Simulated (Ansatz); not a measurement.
**One shape, several levels: triplet C2H5FSi**

Wanted: a comparison of 6 runs (UHF/cc-pVDZ, U-r2SCAN/cc-pVDZ, UB2PLYP/cc-pVDZ, UHSE06/cc-pVDZ, UCCSD/cc-pVDZ, UCCSD(T)/cc-pVDZ) of triplet C2H5FSi. 

The results are computed with Ansatz 0.2.0.

91 further runs of the same task are left out: 91 set aside as unsound or not needed.

## Step 1: Starting point

C2H5FSi: 9 atoms, total charge 0, spin state triplet. As SMILES of the parent species, `F/C=C/[SiH3]`. Geometry: relaxed at PBE0-D4/def2-TZVP. That shape belongs to the parent species and isn't relaxed for this state.

Bond lengths: F1–C2 1.336 Å, C2–C3 1.322 Å, C3–Si4 1.852 Å, C2–H5 1.086 Å, C3–H6 1.087 Å, Si4–H7 1.487 Å, Si4–H8 1.487 Å, Si4–H9 1.487 Å. Some angles: F1–C2–C3 122.8°, C2–C3–Si4 121.1°, F1–C2–H5 111.4°, C3–C2–H5 125.9°, C2–C3–H6 117.6°, Si4–C3–H6 121.3°, C3–Si4–H7 110.8°, C3–Si4–H8 110.8°, C3–Si4–H9 108.6°, H7–Si4–H8 107.9°.

## Step 2: A single-point energy at UHF/cc-pVDZ (run 1)

Contents of molecule.yaml:

```yaml
crystal:
  periodic: [false, false, false]
  atoms:
    - {symbol: F, position_ang: [-1.259900, 2.360900, 0.506400]}
    - {symbol: C, position_ang: [-0.578300, 1.355000, -0.048000]}
    - {symbol: C, position_ang: [-0.336700, 0.219900, 0.584900]}
    - {symbol: Si, position_ang: [0.614100, -1.145000, -0.228900]}
    - {symbol: H, position_ang: [-0.264200, 1.599600, -1.058100]}
    - {symbol: H, position_ang: [-0.716100, 0.118100, 1.598600]}
    - {symbol: H, position_ang: [1.843700, -1.465600, 0.542800]}
    - {symbol: H, position_ang: [-0.206700, -2.381600, -0.316300]}
    - {symbol: H, position_ang: [0.992500, -0.707600, -1.598500]}
basis:
  gaussian:
    orbitals: cc-pVDZ
output: {orbitals: {seedname: orbitals}}
magnetization:
  spin_polarized: true
  initial_magnetization: 2
accuracy: high
hamiltonian:
  xc: hf
```

The run is started by

```
$ ansatz run molecule.yaml --threads 1 --pin off --max-ram 3480MiB --events-out events.jsonl --progress --plain --runs-dir runs
```

Standard output:

```text
Warning: RAYON_NUM_THREADS=1 ignored (pool sized by the plan → 1); use --threads N
Functional definition: HF
  name "HF"
  exchange = exact_x
  correlation = 0
1988 factors; integrals over basis functions are off by at most 3.8e-9 eV
mean field evaluation 1: about -12700.7405 eV, gradient 1.8e1 eV
mean field evaluation 2: about -12700.8997 eV, gradient 1.8e1 eV
mean field evaluation 4: about -12703.7721 eV, gradient 2.9e0 eV
mean field evaluation 8: about -12703.8886 eV, gradient 5.9e-1 eV
mean field evaluation 16: about -12703.8948 eV, gradient 5.6e-6 eV
mean field -12703.89477359 eV, -466.8595219204 hartree, gradient 2.2e-8 eV, S^2 2.020642; 0 other end points of the search recorded, 0 dependent functions left out
reference -12703.89477359 eV, -466.8595219204 hartree; 21, 19 occupied and 64, 66 virtual orbitals, 1988 factors
Total energy: -12703.89477359 eV, -466.8595219204 hartree
```

Wall time 3.9 s (1 thread of Arm Neoverse V2, shared host); peak memory 0.29 GiB.

## Step 3: A single-point energy at U-r2SCAN/cc-pVDZ (run 2)

Contents of input.yaml:

```yaml
crystal:
  periodic: [false, false, false]
  atoms:
    - symbol: F
      position_ang: [-1.259900, 2.360900, 0.506400]
    - symbol: C
      position_ang: [-0.578300, 1.355000, -0.048000]
    - symbol: C
      position_ang: [-0.336700, 0.219900, 0.584900]
    - symbol: Si
      position_ang: [0.614100, -1.145000, -0.228900]
    - symbol: H
      position_ang: [-0.264200, 1.599600, -1.058100]
    - symbol: H
      position_ang: [-0.716100, 0.118100, 1.598600]
    - symbol: H
      position_ang: [1.843700, -1.465600, 0.542800]
    - symbol: H
      position_ang: [-0.206700, -2.381600, -0.316300]
    - symbol: H
      position_ang: [0.992500, -0.707600, -1.598500]
basis:
  gaussian:
    orbitals: cc-pVDZ
total_charge: 0
magnetization:
  spin_polarized: true
  initial_magnetization: 2
hamiltonian:
  xc: {name: r2SCAN}
accuracy: high
output: {orbitals: {seedname: orbitals}}
```

The run is started by

```
$ ansatz run input.yaml --threads 1 --pin off --max-ram 3480MiB --events-out events.jsonl --progress --plain --runs-dir runs
```

Standard output:

```text
Warning: RAYON_NUM_THREADS=1 ignored (pool sized by the plan → 1); use --threads N
Functional definition: r2SCAN
  name "r2SCAN"
  parameter k0 = 0.174
  parameter k1 = 0.065
  parameter a1 = 4.9479
  exchange = r2scan_x(k0 = k0, k1 = k1, a1 = a1)
  correlation = r2scan_c
1988 factors; integrals over basis functions are off by at most 3.8e-9 eV
mean field evaluation 1: about -12735.6213 eV, gradient 3.3e1 eV
mean field evaluation 2: about -12716.9550 eV, gradient 5.8e1 eV
mean field evaluation 4: about -12741.5619 eV, gradient 3.1e0 eV
mean field evaluation 8: about -12741.6315 eV, gradient 5.7e-1 eV
mean field evaluation 16: about -12741.6338 eV, gradient 4.7e-4 eV
mean field -12741.63380828 eV, -468.2464058646 hartree, gradient 6.1e-8 eV, S^2 2.010828; 0 other end points of the search recorded, 0 dependent functions left out
reference -12741.63381025 eV, -468.2464059371 hartree; 21, 19 occupied and 64, 66 virtual orbitals, 1988 factors
Total energy: -12741.63381025 eV, -468.2464059371 hartree
```

Run time: 23 s. Hardware: 1 thread of Arm Neoverse V2, shared host; peak memory 0.41 GiB.

## Step 4: A single-point energy at UB2PLYP/cc-pVDZ (run 3)

Contents of run.yaml:

```yaml
crystal:
  periodic: [false, false, false]
  atoms:
    - {symbol: F, position_ang: [-1.259900, 2.360900, 0.506400]}
    - {symbol: C, position_ang: [-0.578300, 1.355000, -0.048000]}
    - {symbol: C, position_ang: [-0.336700, 0.219900, 0.584900]}
    - {symbol: Si, position_ang: [0.614100, -1.145000, -0.228900]}
    - {symbol: H, position_ang: [-0.264200, 1.599600, -1.058100]}
    - {symbol: H, position_ang: [-0.716100, 0.118100, 1.598600]}
    - {symbol: H, position_ang: [1.843700, -1.465600, 0.542800]}
    - {symbol: H, position_ang: [-0.206700, -2.381600, -0.316300]}
    - {symbol: H, position_ang: [0.992500, -0.707600, -1.598500]}
basis:
  gaussian:
    orbitals: cc-pVDZ
magnetization:
  spin_polarized: true
  initial_magnetization: 2
hamiltonian:
  xc: {name: B2PLYP}
correlation:
  frozen_orbitals: {C: 1, F: 1, H: 0, Si: 5}
accuracy: high
output: {orbitals: {seedname: orbitals}}
```

The run is started by

```
$ ansatz run run.yaml --threads 1 --pin off --max-ram 3480MiB --events-out events.jsonl --progress --plain --runs-dir runs
```

Standard output:

```text
Warning: RAYON_NUM_THREADS=1 ignored (pool sized by the plan → 1); use --threads N
Functional definition: B2PLYP
  name "B2PLYP"
  parameter a = 0.53
  parameter c = 0.27
  exchange = (1 - a)*b88_x + a*exact_x
  correlation = (1 - c)*lyp_c + c*(mp2_os + mp2_ss)
1988 factors; integrals over basis functions are off by at most 3.8e-9 eV
mean field evaluation 1: about -12729.1231 eV, gradient 2.1e1 eV
mean field evaluation 2: about -12729.2261 eV, gradient 2.1e1 eV
mean field evaluation 4: about -12731.9307 eV, gradient 2.1e0 eV
mean field evaluation 8: about -12731.9998 eV, gradient 4.1e-1 eV
mean field evaluation 16: about -12732.0037 eV, gradient 4.6e-4 eV
mean field -12732.00366984 eV, -467.8925048045 hartree, gradient 4.1e-8 eV, S^2 2.010993; 0 other end points of the search recorded, 0 dependent functions left out
8 core orbitals not correlated: weight in the atoms' cores, before any rotation towards them, 1.000 or more for the frozen orbitals, at most 0.000 for the correlated occupied ones
reference -12732.00369493 eV, -467.8925057265 hartree; 13, 11 occupied and 64, 66 virtual orbitals, 1988 factors
second order -16.87320686 eV of doubles, -0.00000000 eV of singles
Total energy: -12736.55946078 eV, -468.0599270336 hartree
```

Wall time 16 s (1 thread of Arm Neoverse V2, shared host); peak memory 0.39 GiB.

Runs 4 to 5 aren't shown in full; the table further down has their settings and results.

## Step 5: The energy at UCCSD(T)/cc-pVDZ (run 6)

Contents of job.yaml:

```yaml
crystal:
  periodic: [false, false, false]
  atoms:
    - {symbol: F, position_ang: [-1.259900, 2.360900, 0.506400]}
    - {symbol: C, position_ang: [-0.578300, 1.355000, -0.048000]}
    - {symbol: C, position_ang: [-0.336700, 0.219900, 0.584900]}
    - {symbol: Si, position_ang: [0.614100, -1.145000, -0.228900]}
    - {symbol: H, position_ang: [-0.264200, 1.599600, -1.058100]}
    - {symbol: H, position_ang: [-0.716100, 0.118100, 1.598600]}
    - {symbol: H, position_ang: [1.843700, -1.465600, 0.542800]}
    - {symbol: H, position_ang: [-0.206700, -2.381600, -0.316300]}
    - {symbol: H, position_ang: [0.992500, -0.707600, -1.598500]}
basis:
  gaussian: {orbitals: cc-pVDZ}
magnetization: {spin_polarized: true, initial_magnetization: 2}
correlation: {method: ccsd_t, frozen_orbitals: {C: 1, F: 1, H: 0, Si: 5}}
accuracy: high
scf: {omitted_lower_state_checks: [cluster_reference, increment]}
```

The run is started by

```
$ ansatz run job.yaml --threads 1 --pin off --max-ram 3480MiB --events-out events.jsonl --progress --plain --runs-dir runs
```

Standard output:

```text
Warning: RAYON_NUM_THREADS=1 ignored (pool sized by the plan → 1); use --threads N
Functional definition: HF
  name "HF"
  exchange = exact_x
  correlation = 0
these checks for a lower state are left out or cut short: cluster_reference, increment
1988 factors; integrals over basis functions are off by at most 3.8e-9 eV
mean field evaluation 1: about -12700.7405 eV, gradient 1.8e1 eV
mean field evaluation 2: about -12700.8997 eV, gradient 1.8e1 eV
mean field evaluation 4: about -12703.7721 eV, gradient 2.9e0 eV
mean field evaluation 8: about -12703.8886 eV, gradient 5.9e-1 eV
mean field evaluation 16: about -12703.8948 eV, gradient 5.6e-6 eV
mean field -12703.89477359 eV, -466.8595219204 hartree, gradient 2.2e-8 eV, S^2 2.020642; 0 other end points of the search recorded, 0 dependent functions left out
8 core orbitals not correlated: weight in the atoms' cores, before any rotation towards them, 1.000 or more for the frozen orbitals, at most 0.000 for the correlated occupied ones
reference -12703.89477359 eV, -466.8595219204 hartree; 13, 11 occupied and 64, 66 virtual orbitals, 1988 factors
second order -13.79039037 eV of doubles, -0.00000000 eV of singles
cycle   1  -14.70476942 eV  change   -9.1e-1 eV  update   9.4e-2
cycle   2  -15.15111709 eV  change   -4.5e-1 eV  update   3.1e-2
cycle   3  -15.26317992 eV  change   -1.1e-1 eV  update   2.0e-2
cycle   4  -15.26558353 eV  change   -2.4e-3 eV  update   8.7e-3
cycle   5  -15.26587393 eV  change   -2.9e-4 eV  update   4.1e-3
cycle   6  -15.26714074 eV  change   -1.3e-3 eV  update   1.6e-3
cycle   7  -15.26712602 eV  change    1.5e-5 eV  update   5.8e-4
cycle   8  -15.26721266 eV  change   -8.7e-5 eV  update   2.6e-4
cycle   9  -15.26724022 eV  change   -2.8e-5 eV  update   1.2e-4
cycle  10  -15.26716391 eV  change    7.6e-5 eV  update   6.5e-5
cycle  11  -15.26715280 eV  change    1.1e-5 eV  update   3.4e-5
cycle  12  -15.26717544 eV  change   -2.3e-5 eV  update   1.3e-5
cycle  13  -15.26717893 eV  change   -3.5e-6 eV  update   6.0e-6
cycle  14  -15.26718358 eV  change   -4.6e-6 eV  update   2.3e-6
cycle  15  -15.26718361 eV  change   -3.3e-8 eV  update   1.0e-6
cycle  16  -15.26718348 eV  change    1.3e-7 eV  update   4.6e-7
cycle  17  -15.26718335 eV  change    1.3e-7 eV  update   2.0e-7
cycle  18  -15.26718339 eV  change   -4.6e-8 eV  update   9.4e-8
cycle  19  -15.26718345 eV  change   -5.7e-8 eV  update   5.0e-8
cycle  20  -15.26718346 eV  change   -1.2e-8 eV  update   2.9e-8
cycle  21  -15.26718317 eV  change    2.9e-7 eV  update   8.6e-8
cycle  22  -15.26718318 eV  change   -4.4e-9 eV  update   2.2e-8
cycle  23  -15.26718317 eV  change    1.3e-8 eV  update   8.5e-9
cycle  24  -15.26718317 eV  change  -7.4e-10 eV  update   4.0e-9
cycle  25  -15.26718317 eV  change  -3.4e-10 eV  update   2.1e-9
perturbative correction -0.35002770 eV, -0.0128632808 hartree
Total energy: -12719.51198446 eV, -467.4334438341 hartree
Checks for a lower state left out: cluster_reference, increment
```

Run time: 73 s. Hardware: 1 thread of Arm Neoverse V2, shared host; peak memory 0.91 GiB.

## Step 6: The series

```tsv
run	level	frozen core orbitals	energy (Eh)	HOMO energy (eV)	⟨S²⟩	wall time
1	UHF/cc-pVDZ	–	-466.859522	-6.79	2.021	3.9 s
2	U-r2SCAN/cc-pVDZ	–	-468.246406	-2.34	2.011	23 s
3	UB2PLYP/cc-pVDZ	8	-468.059927	-4.52	2.011	16 s
4	UHSE06/cc-pVDZ	–	-468.030712	-2.90	2.008	14 s
5	UCCSD/cc-pVDZ	8	-467.420581	–	2.021	55 s
6	UCCSD(T)/cc-pVDZ	8	-467.433444	–	2.021	73 s
```

## Step 7: Summary of results

| quantity | value |
| --- | --- |
| run 6: total energy | -467.43344 Eh |
| run 6: correlation energy (8 core orbitals frozen) | -573.9 mEh |
| run 6: (T) correction | -12.86 mEh |
| run 6: ⟨S²⟩ of the reference determinant | 2.021 |
| run 6: T1 diagnostic | 0.017 |

What this shows: Below the UHF energy at the same shape and in the same basis (cc-pVDZ): UCCSD -561.1 mEh; UCCSD(T) -573.9 mEh. Totals of different functionals can't be ranked against each other. All runs together took 3.1 min, the longest 73 s.
